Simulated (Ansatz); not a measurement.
Input of an Ansatz 0.2.0 run:

input.yaml

```yaml
crystal:
  lattice:
    - [3.191423, 0.0, 0.0]
    - [0.0, 3.191423, 0.0]
    - [0.0, 0.0, 4.485164]
  atoms:
    - { symbol: Hf, position: [-0.008724, 0.001195, -0.009397] }
    - { symbol: Mo, position: [0.507081, 0.498439, 0.505481] }
    - { symbol: C, position: [0.490226, 0.477247, 0.01013] }
    - { symbol: C, position: [0.011342, -0.006331, 0.496039] }
hamiltonian:
  xc: pbe
  pseudopotentials: { kind: paw }
kpoints:
  mp_grid: { grid: [8, 8, 6] }
scf:
  occupations: { method: fermi_dirac, width: 0.05 }
output:
  forces: true
  stress: true
  eigenvalues: true
  write_density: true
  write_potential: true
  elf: true
  volumetric_format: npy
```

Potentials or basis: Ansatz PAW.

Command:

```bash
$ ansatz run input.yaml --threads 2 --pin off --max-ram 5120MiB --backend cpu --events-out ev --progress --plain --runs-dir out
```

Predict the largest force.

1.286 eV/Å.

Estimate the pressure.

-0.6 GPa.

What does it give for the band gap on the k mesh?

None (metal or under the smearing width).

Forces on the atoms (eV/Å):
```
Hf   0.282 -0.825  0.946
Mo  -0.313 -0.149 -0.562
C    0.273  0.997 -0.508
C   -0.241 -0.023  0.124
```

Spin-orbit coupling is left out, which matters for the levels of Hf.
